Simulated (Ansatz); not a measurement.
# C₂H₇NSi: up Jacob's ladder to CCSD(T)

How much do the methods differ for C₂H₇NSi? The plan is to run it at one geometry with functionals of several rungs and with coupled cluster. The yardstick is the atomisation energy at the CCSD(T) limit.

The runs use Ansatz 0.2.0, Gaussian basis; functionals in def2-TZVPP, the program's frozen cores in correlated methods.

The runs, in order: LDA (SPW92), PBE-D4, revPBE-D4, BLYP-D4, r2SCAN-D4, B97M-V, PBE0-D4, B3LYP-D4, r2SCANh-D4, r2SCAN0-D4, HSE06-D4, BHLYP-D4, CAM-B3LYP-D4, LC-ωPBE, ωB97X-V, ωB97M-V, B2PLYP, PBE-QIDH; CCSD(T)/def2-SVP; CCSD(T)/def2-TZVPP; MP2/def2-QZVPP; extrapolation to the limit; RPA on PBE.

## (1) Structure used throughout

An earlier PBE0-D4 in a triple-zeta def2 set relaxation fixed the geometry.

11 atoms, charge 0, spin multiplicity 1.

Atoms are counted from 1 here; the program's logs count them from 0.

Bond lengths: C1–C2 1.330 Å, C1–H5 1.087 Å, C1–H6 1.087 Å, C2–Si3 1.865 Å, C2–H7 1.091 Å, Si3–N4 1.715 Å, Si3–H8 1.488 Å, Si3–H9 1.488 Å, N4–H10 1.006 Å, N4–H11 1.006 Å. Angles: C2–C1–H5 122.6°, C2–C1–H6 121.2°, H5–C1–H6 116.2°, C1–C2–Si3 123.1°, C1–C2–H7 118.1°, Si3–C2–H7 118.8°, C2–Si3–N4 114.9°, C2–Si3–H8 108.4°, C2–Si3–H9 108.4°, N4–Si3–H8 107.9°, N4–Si3–H9 108.0°, H8–Si3–H9 109.2°, Si3–N4–H10 121.5°, Si3–N4–H11 121.5°, H10–N4–H11 111.7°.

## (2) LDA

This LDA is Slater exchange with PW92 correlation.

The input, in.yaml:

```yaml
crystal:
  periodic: [false, false, false]
  atoms:
    - {symbol: C, position_ang: [-0.676080, 1.337045, -0.944954]}
    - {symbol: C, position_ang: [0.089257, 1.208594, 0.135128]}
    - {symbol: Si, position_ang: [0.596485, -0.444526, 0.832590]}
    - {symbol: N, position_ang: [0.002894, -1.803652, -0.028574]}
    - {symbol: H, position_ang: [-0.967056, 2.304646, -1.344690]}
    - {symbol: H, position_ang: [-1.046797, 0.465621, -1.479118]}
    - {symbol: H, position_ang: [0.433029, 2.116651, 0.631586]}
    - {symbol: H, position_ang: [0.099462, -0.536598, 2.232584]}
    - {symbol: H, position_ang: [2.083196, -0.516660, 0.835985]}
    - {symbol: H, position_ang: [0.404858, -2.085973, -0.906294]}
    - {symbol: H, position_ang: [-0.953847, -2.102148, 0.056259]}
basis:
  gaussian: {orbitals: def2-TZVPP}
hamiltonian: {xc: lda}
output: {orbitals: {seedname: orbitals}}
```

After this run come: PBE-D4 (GGA); revPBE-D4 (GGA); BLYP-D4 (GGA); r2SCAN-D4 (meta-GGA); B97M-V (meta-GGA); PBE0-D4 (hybrid); B3LYP-D4 (hybrid); r2SCANh-D4 (hybrid); r2SCAN0-D4 (hybrid); HSE06-D4 (hybrid); BHLYP-D4 (hybrid); CAM-B3LYP-D4 (range-separated); LC-ωPBE-D4 (range-separated); ωB97X-V (range-separated); ωB97M-V (range-separated); B2PLYP (double hybrid); PBE-QIDH (double hybrid); CCSD(T) in def2-SVP; CCSD(T) in def2-TZVPP; MP2 in def2-QZVPP; RPA on PBE orbitals.

**Question.** What will the summary of the whole plan be? Wanted: atomisation energy, CCSD(T)/CBS; farthest beyond LDA; mean size of error, GGA; mean size of error, meta-GGA; mean size of error, hybrid; mean size of error, range-separated; mean size of error, double hybrid; gap, smallest and largest; T1 diagnostic.

**Answer**, as computed:

```
                               quantity                                                                      value
        atomisation energy, CCSD(T)/CBS                                                                  42.023 eV
    functionals within 0.210 eV (0.5 %)  BLYP-D4, r2SCAN-D4, B97M-V, PBE0-D4, B3LYP-D4, HSE06-D4, ωB97X-V, ωB97M-V
                    farthest beyond LDA                                                       BHLYP-D4 (-0.901 eV)
                mean size of error, GGA                                                                   0.298 eV
           mean size of error, meta-GGA                                                                   0.068 eV
             mean size of error, hybrid                                                                   0.341 eV
    mean size of error, range-separated                                                                   0.195 eV
      mean size of error, double hybrid                                                                   0.402 eV
              gap, smallest and largest                                  4.64 eV (LDA (SPW92)), 12.27 eV (LC-ωPBE)
                          T1 diagnostic                                                                     0.0108
triples share of the correlation energy                                                                      3.9 %
```

What this shows: The LDA atomisation energy is off by 5.352 eV (13 %): it overbinds. PBE-D4 is off by +0.531 eV. Double hybrids carry the basis error of their MP2 part in triple zeta, and no dispersion term here, so their miss is partly the set-up's. The rungs meta-GGA, range-separated miss on average by less than the doubt on the reference (0.210 eV), so they tie. The reference freezes the cores and leaves out relativity and excitations past (T), so misses under about 0.210 eV can't be ranked. Hartree-Fock recovers 73 % of the binding; the rest is correlation. CCSD(T) in def2-SVP is off by -2.556 eV, which most functionals beat. The gap grows from 4.6 to 12.3 eV across the functionals, mostly with the share of exact exchange.
